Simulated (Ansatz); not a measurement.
# La2CuSn4: the cost of one run

All numbers below are computed with Ansatz 0.2.0 (DFT PBEsol, scalar-relativistic, plane waves, PAW).

2 further runs of the same task are left out: 2 set aside as unsound or not needed.

**1. The structure to begin with**

The cell holds 28 atoms (CeCu3La8Sn16): a = 8.973 Å, b = 9.304 Å, c = 9.975 Å, α = 83.77°, β = 63.27°, γ = 76.05°.

The coordinates of this cell stand in the input of its own run.

The host was relaxed before at PBEsol: a = 4.454 Å, b = 4.487 Å, c = 18.058 Å, α = 90.00°, β = 90.00°, γ = 90.00° (conventional cell), 25.778 Å³/atom.

Places, in fractions of the supercell: Ce in place of Cu at (0.405, 0.380, 0.500). The start keeps the symmetry of the ideal site.

**2. The perfect crystal in the supercell of 28 atoms**

input.yaml reads:

```yaml
crystal:
  lattice:
    - [0.0, -8.9731612501, 0.0]
    - [0.0, -2.2432903125, 9.029065041]
    - [-8.9089444251, -4.4865806251, 0.0]
  atoms:
    - { symbol: Cu, position: [0.4050684015, 0.3797263939, 0.5] }
    - { symbol: Cu, position: [0.9050684015, 0.3797263939, 0.5] }
    - { symbol: Cu, position: [0.1550684015, 0.3797263939, 0.0] }
    - { symbol: Cu, position: [0.6550684015, 0.3797263939, 0.0] }
    - { symbol: La, position: [0.2982889743, 0.8068441029, 0.5] }
    - { symbol: La, position: [0.7982889743, 0.8068441029, 0.5] }
    - { symbol: La, position: [0.0482889743, 0.8068441029, 0.0] }
    - { symbol: La, position: [0.5482889743, 0.8068441029, 0.0] }
    - { symbol: La, position: [0.8181916327, 0.227233469, 0.25] }
    - { symbol: La, position: [0.3181916327, 0.227233469, 0.25] }
    - { symbol: La, position: [0.5681916327, 0.227233469, 0.75] }
    - { symbol: La, position: [0.0681916327, 0.227233469, 0.75] }
    - { symbol: Sn, position: [0.6167612321, 0.5329550717, 0.5] }
    - { symbol: Sn, position: [0.1167612321, 0.5329550717, 0.5] }
    - { symbol: Sn, position: [0.3667612321, 0.5329550717, 0.0] }
    - { symbol: Sn, position: [0.8667612321, 0.5329550717, 0.0] }
    - { symbol: Sn, position: [0.4918049427, 0.5327802292, 0.25] }
    - { symbol: Sn, position: [0.9918049427, 0.5327802292, 0.25] }
    - { symbol: Sn, position: [0.2418049427, 0.5327802292, 0.75] }
    - { symbol: Sn, position: [0.7418049427, 0.5327802292, 0.75] }
    - { symbol: Sn, position: [0.474762052, 0.1009517918, 0.5] }
    - { symbol: Sn, position: [0.974762052, 0.1009517918, 0.5] }
    - { symbol: Sn, position: [0.224762052, 0.1009517918, 0.0] }
    - { symbol: Sn, position: [0.724762052, 0.1009517918, 0.0] }
    - { symbol: Sn, position: [0.6501245147, 0.8995019414, 0.25] }
    - { symbol: Sn, position: [0.1501245147, 0.8995019414, 0.25] }
    - { symbol: Sn, position: [0.4001245147, 0.8995019414, 0.75] }
    - { symbol: Sn, position: [0.9001245147, 0.8995019414, 0.75] }
basis:
  ecutwfc: 420
  xc_grid: 2
kpoints:
  mp_grid: { grid: [3, 3, 3], shift: [0.0, 0.0, 0.0] }
hamiltonian:
  xc: pbesol
scf:
  occupations: { method: gaussian, width: 0.05 }
output:
  forces: true
  stress: true
  eigenvalues: true
```

The run is started by

```bash
$ ansatz run input.yaml --threads 8 --pin off --max-ram 14336MiB --backend cpu --events-out ev --progress --plain --runs-dir out
```

What time and memory should one allow on 8 threads of Arm Neoverse V1, shared host?

About 56 s, with a peak of 6 GiB.
